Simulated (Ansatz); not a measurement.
# C2H6Ga (SMILES C[Ga]C): USVWN5/6-31G(d) (spherical functions)

What is the vertical ionisation energy of C2H6Ga at USVWN5/6-31G* (spherical functions)? 

The calculation is run with Ansatz 0.2.0.

70 further runs of the same task are left out: 1 that didn't finish, 69 set aside as unsound or not needed.

## Step 1: The structure to begin with

C2H6Ga: 9 atoms, total charge 0, spin state doublet. As SMILES, `C[Ga]C`. The coordinates come from a PBE0-D4/def2-TZVP relaxation.

Bond lengths: C1–Ga2 1.998 Å, Ga2–C3 1.998 Å, C1–H4 1.095 Å, C1–H5 1.095 Å, C1–H6 1.089 Å, C3–H7 1.089 Å, C3–H8 1.095 Å, C3–H9 1.095 Å. Some angles: C1–Ga2–C3 118.1°, Ga2–C1–H4 108.6°, Ga2–C1–H5 108.9°, Ga2–C1–H6 113.3°, Ga2–C3–H7 113.3°, Ga2–C3–H8 108.8°, Ga2–C3–H9 108.7°, H4–C1–H5 107.9°, H4–C1–H6 109.0°, H5–C1–H6 109.1°.

## Step 2: The energy at USVWN5/6-31G(d) (spherical functions)

The input, run.yaml:

```yaml
basis:
  gaussian:
    orbitals: 6-31G_st_-spherical.json
crystal:
  periodic: [false, false, false]
  atoms:
    - symbol: C
      position_ang: [-1.246620, 1.163020, 0.175280]
    - symbol: Ga
      position_ang: [0.456630, 0.385560, 0.873010]
    - symbol: C
      position_ang: [1.273950, -1.139610, -0.126050]
    - symbol: H
      position_ang: [-2.014290, 0.382510, 0.177460]
    - symbol: H
      position_ang: [-1.092470, 1.479700, -0.861100]
    - symbol: H
      position_ang: [-1.602690, 2.011340, 0.758180]
    - symbol: H
      position_ang: [2.201980, -1.496820, 0.318200]
    - symbol: H
      position_ang: [1.469380, -0.822030, -1.155250]
    - symbol: H
      position_ang: [0.554120, -1.963680, -0.159730]
output: {orbitals: {seedname: orbitals}}
hamiltonian:
  xc: {name: SVWN5}
total_charge: 0
magnetization:
  spin_polarized: true
  initial_magnetization: 1
accuracy: high
```

The basis set 6-31G* is read from a file made from the Basis Set Exchange's data (not shown).

On the command line:

```sh
ansatz run run.yaml --threads 1 --pin off --max-ram 3480MiB --events-out events.jsonl --progress --plain --runs-dir runs
```

Standard output:

```text
Warning: RAYON_NUM_THREADS=1 ignored (pool sized by the plan → 1); use --threads N
Functional definition: SVWN5
  name "SVWN5"
  exchange = slater_x
  correlation = vwn5_c
1662 factors; integrals over basis functions are off by at most 4.7e-9 eV
mean field evaluation 1: about -54423.1828 eV, gradient 5.7e1 eV
mean field evaluation 2: about -54395.2426 eV, gradient 8.6e1 eV
mean field evaluation 4: about -54437.7607 eV, gradient 4.8e0 eV
mean field evaluation 8: about -54437.8340 eV, gradient 2.2e-2 eV
mean field evaluation 16: about -54437.8340 eV, gradient 9.1e-6 eV
mean field -54437.83398389 eV, -2000.5534996190 hartree, gradient 7.0e-8 eV, S^2 0.750711; 0 other end points of the search recorded, 0 dependent functions left out
reference -54437.83398773 eV, -2000.5534997599 hartree; 25, 24 occupied and 47, 48 virtual orbitals, 1662 factors
Total energy: -54437.83398773 eV, -2000.5534997599 hartree
```

Run time: 4.8 s. Hardware: 1 thread of Arm Neoverse V2, shared host; peak memory 0.22 GiB.

## Step 3: The singlet cation, same level

The input, job.yaml:

```yaml
crystal:
  periodic: [false, false, false]
  atoms:
    - {symbol: C, position_ang: [-1.246620, 1.163020, 0.175280]}
    - {symbol: Ga, position_ang: [0.456630, 0.385560, 0.873010]}
    - {symbol: C, position_ang: [1.273950, -1.139610, -0.126050]}
    - {symbol: H, position_ang: [-2.014290, 0.382510, 0.177460]}
    - {symbol: H, position_ang: [-1.092470, 1.479700, -0.861100]}
    - {symbol: H, position_ang: [-1.602690, 2.011340, 0.758180]}
    - {symbol: H, position_ang: [2.201980, -1.496820, 0.318200]}
    - {symbol: H, position_ang: [1.469380, -0.822030, -1.155250]}
    - {symbol: H, position_ang: [0.554120, -1.963680, -0.159730]}
basis:
  gaussian: {orbitals: 6-31G_st_-spherical.json}
total_charge: 1
hamiltonian: {xc: {name: SVWN5}}
accuracy: high
output: {orbitals: {seedname: orbitals}}
```

The basis set 6-31G* is read from a file made from the Basis Set Exchange's data (not shown).

On the command line:

```sh
ansatz run job.yaml --threads 1 --pin off --max-ram 3480MiB --events-out events.jsonl --progress --plain --runs-dir runs
```

Standard output:

```text
Warning: RAYON_NUM_THREADS=1 ignored (pool sized by the plan → 1); use --threads N
[... 4 set-up lines as earlier in the session ...]
1662 factors; integrals over basis functions are off by at most 4.7e-9 eV
mean field evaluation 1: about -54404.7125 eV, gradient 1.0e2 eV
mean field evaluation 2: about -54329.3983 eV, gradient 1.7e2 eV
mean field evaluation 4: about -54430.5522 eV, gradient 1.6e1 eV
mean field evaluation 8: about -54430.9267 eV, gradient 1.7e-1 eV
mean field evaluation 16: about -54430.9268 eV, gradient 6.1e-6 eV
mean field -54430.92682942 eV, -2000.2996663739 hartree, gradient 2.1e-8 eV, S^2 0.000000; 0 other end points of the search recorded, 0 dependent functions left out
reference -54430.92683353 eV, -2000.2996665248 hartree; 24, 24 occupied and 48, 48 virtual orbitals, 1662 factors
Total energy: -54430.92683353 eV, -2000.2996665248 hartree
```

Run time: 3.6 s. Hardware: 1 thread of Arm Neoverse V2, shared host; peak memory 0.19 GiB.

## Step 4: Outcome

Level: USVWN5/6-31G* (spherical functions).

| quantity | value |
| --- | --- |
| doublet C2H6Ga: total energy | -2000.55350 Eh |
| doublet C2H6Ga: HOMO energy (highest over α and β) | -3.78 eV |
| doublet C2H6Ga: LUMO energy (lowest over α and β) | -2.89 eV |
| doublet C2H6Ga: ⟨S²⟩ | 0.751 |
| singlet cation: total energy | -2000.29967 Eh |
| singlet cation: HOMO energy | -12.65 eV |
| singlet cation: LUMO energy | -10.01 eV |
| singlet cation: HOMO–LUMO gap | 2.64 eV |
| vertical ionisation energy (to the singlet cation) | 6.907 eV |

What this shows: The vertical ionisation energy comes to 6.91 eV (159 kcal/mol). Only the singlet of the ionised species was computed; a triplet could lie lower.
